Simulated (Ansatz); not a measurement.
# B₂H₂OS₂: up Jacob's ladder to CCSD(T)

The task here is to estimate one member of a computed series from the others.

Method: functionals in def2-TZVPP, the program's frozen cores in correlated methods; program: Ansatz 0.2.0, Gaussian basis.

The runs, in order: LDA (SPW92), PBE-D4, revPBE-D4, BLYP-D4, r2SCAN-D4, B97M-V, PBE0-D4, B3LYP-D4, r2SCANh-D4, r2SCAN0-D4, HSE06-D4, BHLYP-D4, CAM-B3LYP-D4, LC-ωPBE, ωB97X-V, ωB97M-V, B2PLYP, PBE-QIDH; CCSD(T)/def2-SVP; CCSD(T)/def2-TZVPP; MP2/def2-QZVPP; extrapolation to the limit; RPA on PBE.

## The geometry

An earlier PBE0-D4 in a triple-zeta def2 set relaxation fixed the geometry.

7 atoms, charge 0, spin multiplicity 1.

Atoms are counted from 1 here; the program's logs count them from 0.

Bond lengths: S1–B2 1.781 Å, S1–H6 1.345 Å, B2–O3 1.394 Å, B2–S5 1.841 Å, O3–B4 1.387 Å, B4–S5 1.832 Å, B4–H7 1.189 Å. Angles: B2–S1–H6 94.6°, S1–B2–O3 127.3°, S1–B2–S5 130.2°, O3–B2–S5 102.6°, B2–O3–B4 89.7°, O3–B4–S5 103.3°, O3–B4–H7 125.5°, S5–B4–H7 131.2°, B2–S5–B4 64.5°.

The first run:

Input file in.yaml:

```yaml
crystal:
  periodic: [false, false, false]
  atoms:
    - {symbol: S, position_ang: [-1.594661, 0.794557, 1.402522]}
    - {symbol: B, position_ang: [-0.211909, 0.312118, 0.389516]}
    - {symbol: O, position_ang: [-0.181402, -0.697276, -0.571372]}
    - {symbol: B, position_ang: [1.146791, -0.395641, -0.834233]}
    - {symbol: S, position_ang: [1.501353, 0.981660, 0.320998]}
    - {symbol: H, position_ang: [-2.432450, -0.120794, 0.882830]}
    - {symbol: H, position_ang: [1.833578, -0.942524, -1.635961]}
basis:
  gaussian: {orbitals: def2-TZVPP}
hamiltonian: {xc: lda}
output: {orbitals: {seedname: orbitals}}
```

Steps of the session up to this table: LDA; PBE-D4 (GGA); revPBE-D4 (GGA); BLYP-D4 (GGA); r2SCAN-D4 (meta-GGA); B97M-V (meta-GGA); PBE0-D4 (hybrid); B3LYP-D4 (hybrid); r2SCANh-D4 (hybrid); r2SCAN0-D4 (hybrid); HSE06-D4 (hybrid); BHLYP-D4 (hybrid); CAM-B3LYP-D4 (range-separated); LC-ωPBE (range-separated); ωB97X-V (range-separated); ωB97M-V (range-separated); B2PLYP (double hybrid); PBE-QIDH (double hybrid).

One table of the session follows, with a row left open; its other results are not shown here.

It belongs to the step «Frontier levels by functional». 

```
  functional  HOMO (eV)  gap (eV)
 LDA (SPW92)      -6.88      4.32
      PBE-D4      -6.73      4.46
   revPBE-D4      -6.67      4.51
     BLYP-D4      -6.53      4.44
   r2SCAN-D4      -7.01      5.08
      B97M-V      -7.07      5.21
     PBE0-D4      -7.91      6.60
    B3LYP-D4      -7.64      6.15
  r2SCANh-D4      -7.45      5.85
  r2SCAN0-D4      -8.10      7.01
    HSE06-D4      -7.51      5.82
    BHLYP-D4      -8.92      8.71
CAM-B3LYP-D4      -9.17      8.99
     LC-ωPBE     -10.58     11.51
     ωB97X-V          ?         ?
     ωB97M-V     -10.02     10.72
```

Q: Estimate the row for ωB97X-V from the others.

**Answer.** HOMO (eV): -10.20; gap (eV): 11.09. In the column «HOMO (eV)» it lies between LC-ωPBE (-10.58) and ωB97M-V (-10.02).
